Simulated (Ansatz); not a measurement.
**H3OSbSe (SMILES O[Se][SbH2]): functionals against CCSD(T) at one geometry**

An exercise on one series of results from a longer session: the logs are not shown, and one member is left open.

Computed with Ansatz 0.2.0, Gaussian basis. Level: single points in def2-TZVPP.

Cores are frozen in the correlated methods. Filled d shells of the heavier atoms are correlated. Core potentials replace the inner electrons past krypton, and spin-orbit coupling is left out.

## The starting structure

6 atoms, charge 0, spin multiplicity 1.

Atoms are counted from 1 here; the program's logs count them from 0.

Bond lengths: O1–Se2 1.806 Å, O1–H4 1.021 Å, Se2–Sb3 2.569 Å, Sb3–H5 1.702 Å, Sb3–H6 1.655 Å. Angles: Se2–O1–H4 105.8°, O1–Se2–Sb3 92.7°, Se2–Sb3–H5 90.7°, Se2–Sb3–H6 90.3°, H5–Sb3–H6 89.3°.

Coordinates:

```xyz
6

O    -1.1143   -0.9110   -0.5437
Se    0.1351   -1.4491    0.6448
Sb    1.4989    0.7107    0.3718
H    -1.9617   -0.7426   -0.0001
H     1.1019    0.7765   -1.2816
H     0.1543    1.6143    0.7085
```

Set-up of the first run:

File run/in.yaml:

```yaml
crystal:
  periodic: [false, false, false]
  atoms:
    - {symbol: O, position_ang: [-1.114300, -0.911000, -0.543700]}
    - {symbol: Se, position_ang: [0.135100, -1.449100, 0.644800]}
    - {symbol: Sb, position_ang: [1.498900, 0.710700, 0.371800]}
    - {symbol: H, position_ang: [-1.961700, -0.742600, -0.000100]}
    - {symbol: H, position_ang: [1.101900, 0.776500, -1.281600]}
    - {symbol: H, position_ang: [0.154300, 1.614300, 0.708500]}
basis:
  gaussian: {orbitals: def2-TZVPP}
correlation: {method: ccsd_t}
output: {forces: true}
```

The command line of these runs was not kept.

Steps of the session up to this table: CCSD(T)/def2-TZVPP; PBE0-D4/def2-TZVPP; wB97M-V/def2-TZVPP; r2SCAN-D4/def2-TZVPP; PBE-D4/def2-TZVPP; HSE06-D4/def2-TZVPP; SPW92/def2-TZVPP.

One table of the session follows, with a row left open; its other results are not shown here.

| method | RMS force component (eV/Å) | angle to CCSD(T) forces (°) | dipole (D) |
| --- | --- | --- | --- |
| CCSD(T) | 0.907 | reference | 1.51 |
| PBE0-D4 | 0.943 | 8.0 | 1.50 |
| wB97M-V | 0.923 | 5.6 | 1.59 |
| r2SCAN-D4 | 0.906 | 6.8 | 1.45 |
| PBE-D4 | ? | ? | ? |
| HSE06-D4 | 0.941 | 8.1 | 1.50 |
| SPW92 | 0.757 | 16.3 | 1.43 |

Estimate the missing values for PBE-D4.

As computed: RMS force component (eV/Å): 0.867; angle to CCSD(T) forces (°): 18.6; dipole (D): 1.38. In the column «RMS force component (eV/Å)» it lies between SPW92 (0.757) and r2SCAN-D4 (0.906).
